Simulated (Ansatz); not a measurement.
# BBrCl radical: basis-set convergence

The task here is to estimate one member of a computed series from the others.

Program: Ansatz 0.2.0, Gaussian basis. Level of theory: one geometry, several basis sets. These are calculated values, not measurements.

The runs, in order: PBE0-D4/def2-SVP; ωB97M-V/def2-SVP; PBE0-D4/def2-QZVPP; ωB97M-V/def2-QZVPP; the functionals' def2-TZVPP values are taken from earlier runs.

**The geometry**

The geometry comes from an earlier relaxation with PBE0-D4 in a triple-zeta def2 set; it is a stationary point.

3 atoms, charge 0, spin multiplicity 2.

Atoms are counted from 1 here; the program's logs count them from 0.

Bond lengths: Cl1–B2 1.715 Å, B2–Br3 1.883 Å. Angles: Cl1–B2–Br3 125.8°.

Set-up of the first run:

in.yaml reads:

```yaml
crystal:
  periodic: [false, false, false]
  atoms:
    - {symbol: Cl, position_ang: [-0.155366, 1.563297, 0.076609]}
    - {symbol: B, position_ang: [-0.479864, -0.085285, -0.269423]}
    - {symbol: Br, position_ang: [0.624329, -1.542812, 0.179614]}
basis:
  gaussian: {orbitals: def2-SVP}
magnetization: {spin_polarized: true, initial_magnetization: 1}
hamiltonian: {xc: pbe0, dispersion: d4}
output: {orbitals: {seedname: orbitals}}
```

Command:

```
> ansatz run in.yaml --threads 2 --pin off --events-out ev --progress --plain --max-ram 22528MiB --backend cpu
```

Steps of the session up to this table: PBE0-D4 in def2-SVP; ωB97M-V in def2-SVP; PBE0-D4 in def2-QZVPP; ωB97M-V in def2-QZVPP.

One of the session's tables, all rows but one given; the rest of the session is left out.

It belongs to the step «Density functionals: the series». 

| functional | basis | HOMO (eV) | LUMO (eV) |
| --- | --- | --- | --- |
| PBE0-D4 | def2-SVP | -6.25 | -1.96 |
| PBE0-D4 | def2-TZVPP | -6.37 | -2.12 |
| PBE0-D4 | def2-QZVPP | ? | ? |
| ωB97M-V | def2-SVP | -8.02 | -0.19 |
| ωB97M-V | def2-TZVPP | -8.19 | -0.56 |
| ωB97M-V | def2-QZVPP | -8.22 | -0.61 |

Estimate the missing values for PBE0-D4, def2-QZVPP.

As computed: HOMO (eV): -6.39; LUMO (eV): -2.15. In the column «HOMO (eV)» it lies between ωB97M-V, def2-SVP (-8.02) and PBE0-D4, def2-TZVPP (-6.37).
